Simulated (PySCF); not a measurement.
**[CeH3(NH3)]−: other functionals and bases at one geometry**

One table from this session's results is given with a row withheld; the runs are named, their logs left out.

Method: several levels, as the steps say, no spin–orbit coupling; program: PySCF 2.14.0.

1 further run of the same task is left out (for a known fault of the program).

**Starting geometry**

8 atoms, charge -1, spin multiplicity 1.

Bond lengths: Ce1–H2 2.420 Å, Ce1–H3 2.419 Å, Ce1–H4 2.504 Å, Ce1–N5 2.803 Å, Ce1–H7 2.686 Å, N5–H6 1.019 Å, N5–H7 1.054 Å, N5–H8 1.019 Å. Angles: H2–Ce1–H3 119.8°, H2–Ce1–H4 118.6°, H2–Ce1–N5 111.1°, H2–Ce1–H7 117.7°, H3–Ce1–H4 118.8°, H3–Ce1–N5 111.1°, H3–Ce1–H7 117.6°, H4–Ce1–N5 60.6°, H4–Ce1–H7 38.6°, N5–Ce1–H7 22.0°, Ce1–N5–H6 125.5°, Ce1–N5–H7 72.7°, Ce1–N5–H8 125.6°, H6–N5–H7 106.9°, H6–N5–H8 107.1°, H7–N5–H8 107.0°, Ce1–H7–N5 85.3°.

Coordinates:

```xyz
8
CeH6N
Ce    0.0319    0.0795    0.3528
H     1.2783    1.6442    1.7148
H    -1.1982   -1.7185    1.4053
H     0.5912   -0.1042   -2.0807
N    -1.5554    1.4211   -1.5278
H    -1.4771    2.4078   -1.7722
H    -0.8015    0.9130   -2.0603
H    -2.4494    1.0927   -1.8912
```

Formal oxidation states: Ce +2. Each metal's 2 4f electrons lie in its core potential, so multiplicities, spins and levels count the valence alone. For divalent La, Ce, Gd or Lu the extra electron is normally 5d or 6s, so this core forces an excited configuration. An earlier session relaxed this geometry at PBE0, Ce lcecp-0-SVP with ECP48, H def2-SVP, N def2-SVP (singlet, point group Cs).

At PBE0 on the finer grid: E = -84.859904 Eh, frontier levels not given, since the 4f levels lie in the core, Mulliken charge on Ce1 -0.05 e, largest force component 0.010 eV/Å. 

Levels to run: r2SCAN; BP86; PBE0, TZVP. Hardware: 2 threads of Intel Xeon 6975P-C (Granite Rapids), shared host.

The first run:

run.py (the lines that set the calculation) reads:

```python
mol = gto.M(atom='''
Ce     0.03185     0.07947     0.35277
H      1.27828     1.64415     1.71476
H     -1.19821    -1.71852     1.40530
H      0.59121    -0.10419    -2.08070
N     -1.55540     1.42115    -1.52779
H     -1.47715     2.40781    -1.77219
H     -0.80153     0.91302    -2.06027
H     -2.44936     1.09268    -1.89124''',
    basis={'Ce': 'lcecp-0-SVP', 'H': 'def2-SVP', 'N': 'def2-SVP'},
    ecp={'Ce': 'lcecp-0-SVP'},
    charge=-1, spin=0)
mf = dft.RKS(mol, xc='R2SCAN')
mf.grids.atom_grid = (75, 302)  # f atoms: unpruned, at least (60, 302)
mf = mf.density_fit()  # fitting sets: Ce AutoAux, H def2-universal-JKFIT, N def2-universal-JKFIT
mf.conv_tol = 1e-08; mf.max_cycle = 55
mf.kernel(dm0)  # dm0: the density of the relaxed state
```

Launch:

```sh
$ OMP_NUM_THREADS=2 python run.py
```

Steps of the session up to this table: r2SCAN; BP86; PBE0, TZVP.

One table of the session follows, with a row left open; its other results are not shown here.

| level | dipole (D) | largest force component (eV/Å) |
| --- | --- | --- |
| PBE0 (relaxed here) | 4.96 | 0.01 |
| r2SCAN | 4.93 | 0.19 |
| BP86 | 4.91 | 0.53 |
| PBE0, TZVP | ? | ? |

**Question.** Estimate the row for PBE0, TZVP.

As computed: dipole (D): 4.64; largest force component (eV/Å): 0.38. In the column «dipole (D)» it is the lowest.

The dipole of a charged species depends on the origin, so these sizes hold for this origin alone.

The largest leftover force, 0.53 eV/Å with BP86, stands at a geometry relaxed at another level. With 4f in the core, its levels are missing from HOMO and gap, and its count is fixed, so no charge can pass from the ligands into it. Total energies of different levels can't be compared.
